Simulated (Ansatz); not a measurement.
# C₂H₂BCl: an energy map over bond length C2–B3 and bond length B3–Cl4

A grid of calculations on C₂H₂BCl, SMILES C#CBCl, to see where the energy is lowest and how it rises around there.

Program: Ansatz 0.2.0. Level of theory: RHF/def2-TZVP. These are calculated values, not measurements.

## Step 1: Starting geometry

SMILES `C#CBCl`, 6 atoms, charge 0, spin multiplicity 1.

Atoms are counted from 1 here; the program's logs count them from 0.

Bond lengths: C1–C2 1.231 Å, C1–H5 1.083 Å, C2–B3 1.513 Å, B3–Cl4 1.758 Å, B3–H6 1.212 Å. Angles: C2–C1–H5 179.5°, C1–C2–B3 178.4°, C2–B3–Cl4 120.4°, C2–B3–H6 122.0°, Cl4–B3–H6 117.6°.

Coordinates:

| atom | x (Å) | y (Å) | z (Å) |
| --- | --- | --- | --- |
| C1 | 0.0856 | 1.2903 | -1.0280 |
| C2 | 0.0551 | 0.3401 | -0.2456 |
| B3 | 0.0485 | -0.8090 | 0.7391 |
| Cl4 | -1.0217 | -2.1825 | 0.4952 |
| H5 | 0.1061 | 2.1217 | -1.7213 |
| H6 | 0.7684 | -0.8244 | 1.7145 |

This geometry comes from a loose relaxation at PBE in a small basis, which is not shown.

## Step 3: Setting up the map

The axes are (1) bond length C2–B3: 15 values from 1.309 to 2.130 Å; (2) bond length B3–Cl4: 15 values from 1.508 to 2.455 Å.

Nothing else is relaxed (all other coordinates rigid). Energies count from the relaxed molecule at the same level. Points are written as (first, second).

(The set-up runs are not shown.)

## Step 4: The run at (1.485 Å, 2.455 Å)

input.yaml reads:

```yaml
crystal:
  periodic: [false, false, false]
  atoms:
    - { symbol: C, position_ang: [0.086148, 1.27203, -1.0117] }
    - { symbol: C, position_ang: [0.057493, 0.355226, -0.256625] }
    - { symbol: B, position_ang: [0.051435, -0.771849, 0.710273] }
    - { symbol: Cl, position_ang: [-1.4423, -2.69091, 0.374136] }
    - { symbol: H, position_ang: [0.107059, 2.084251, -1.686458] }
    - { symbol: H, position_ang: [0.755941, -0.777571, 1.656703] }
basis:
  gaussian: { orbitals: def2-TZVP }
hamiltonian:
  xc: hf
output:
  forces: true
```

On the command line:

```bash
$ ansatz run input.yaml --threads 1 --pin off --max-ram 2560MiB --backend cpu --events-out ev --progress --plain --runs-dir out
```

Further runs follow: the other points that were computed.

**Question.** What will these runs give? Wanted: lowest point; highest computed point; largest force on an atom; dipole moment.

**Answer**, as computed:

| quantity | value |
| --- | --- |
| lowest point | (1.543 Å, 1.779 Å), 1.5 kJ/mol |
| highest computed point | (2.130 Å, 2.455 Å), 505 kJ/mol above the lowest |
| largest force on an atom (eV/Å) | 0.6 at (1.543 Å, 1.779 Å) to 11.7 at (1.837 Å, 1.508 Å); 0.6 at the lowest point |
| dipole moment (D) | 0.1 at (1.661 Å, 1.576 Å) to 6.6 at (1.309 Å, 2.455 Å); 1.7 at the lowest point |
| time for the whole task | 7.9 min on 1 thread, shared host |

**Reading.** The lowest computed point is at (1.543 Å, 1.779 Å), 1.5 kJ/mol from the relaxed molecule at the same level. No other kind of well shows on this grid. The highest computed point, (2.130 Å, 2.455 Å), lies 505 kJ/mol above the lowest. Round the minimum the two coordinates are nearly uncoupled.
